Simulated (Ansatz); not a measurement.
# Ta2Sb: the cost of one run

Program: Ansatz 0.2.0. Level of theory: DFT PBEsol, scalar-relativistic, plane waves, PAW. These are calculated values, not measurements.

2 further runs of the same task are left out: 2 set aside as unsound or not needed. Runs told in other sessions of the task aren't counted.

## (1) The structure to begin with

Symmetry: P-31m, No. 162, trigonal system. The conventional cell has a = 5.264 Å, b = 5.264 Å, c = 4.913 Å, α = 90.00°, β = 90.00°, γ = 120.00°. Around Ta (site symmetry m) lie 3 N at 2.13 to 2.15 Å. Around N (site symmetry 32) lie 6 Ta at 2.15 Å. Around N (site symmetry -3m) lie 6 Ta at 2.13 Å.

Coordinates:

```
CELL_PARAMETERS angstrom
5.26410 0.00000 0.00000
-2.63205 4.55884 0.00000
0.00000 0.00000 4.91260
ATOMIC_POSITIONS crystal
Ta 0.66680 0.66680 0.75279
Ta 0.00000 0.33320 0.75279
Ta 0.33320 0.00000 0.75279
Ta 0.33320 0.33320 0.24721
Ta 0.00000 0.66680 0.24721
Ta 0.66680 0.00000 0.24721
N 0.66667 0.33333 0.50000
N 0.33333 0.66667 0.50000
N 0.00000 0.00000 0.00000
```

It goes back to an entry of the Materials Project, which need not be the stable form.

This cell was relaxed beforehand with the same method: volume 13.10 Å³/atom, gap on the mesh none (metal).

## (2) Swap N → Sb

The start of Ta2Sb: fractional positions of relaxed Ta2N, cell scaled by 1.110, a guess from tabulated radii.

## (3) Quick check of gap, pressure and forces (Ta2Sb)

Input file input.yaml:

```yaml
crystal:
  lattice:
    - [5.8455143129, 0.0, 0.0]
    - [-2.9227571565, 5.0623638932, 0.0]
    - [0.0, 0.0, 5.4551966775]
  atoms:
    - { symbol: Ta, position: [0.6668041045, 0.6668041045, 0.7527922812] }
    - { symbol: Ta, position: [0.0, 0.3331958955, 0.7527922812] }
    - { symbol: Ta, position: [0.3331958955, 0.0, 0.7527922812] }
    - { symbol: Ta, position: [0.3331958955, 0.3331958955, 0.2472077188] }
    - { symbol: Ta, position: [0.0, 0.6668041045, 0.2472077188] }
    - { symbol: Ta, position: [0.6668041045, 0.0, 0.2472077188] }
    - { symbol: Sb, position: [0.6666666667, 0.3333333333, 0.5] }
    - { symbol: Sb, position: [0.3333333333, 0.6666666667, 0.5] }
    - { symbol: Sb, position: [0.0, 0.0, 0.0] }
basis:
  ecutwfc: 420
kpoints:
  mp_grid: { grid: [6, 6, 4] }
hamiltonian:
  xc: pbesol
scf:
  occupations: { method: gaussian, width: 0.1 }
output:
  forces: true
  stress: true
  eigenvalues: true
```

The run is started by

```
$ ansatz run input.yaml --threads 2 --pin off --max-ram 5120MiB --backend cpu --events-out ev --progress --plain --runs-dir out
```

What time and memory should one allow on 2 threads of Oxide Virtual Turin-like (Zen 5), shared host?

About 5.8 s, with a peak of 0.63 GiB.
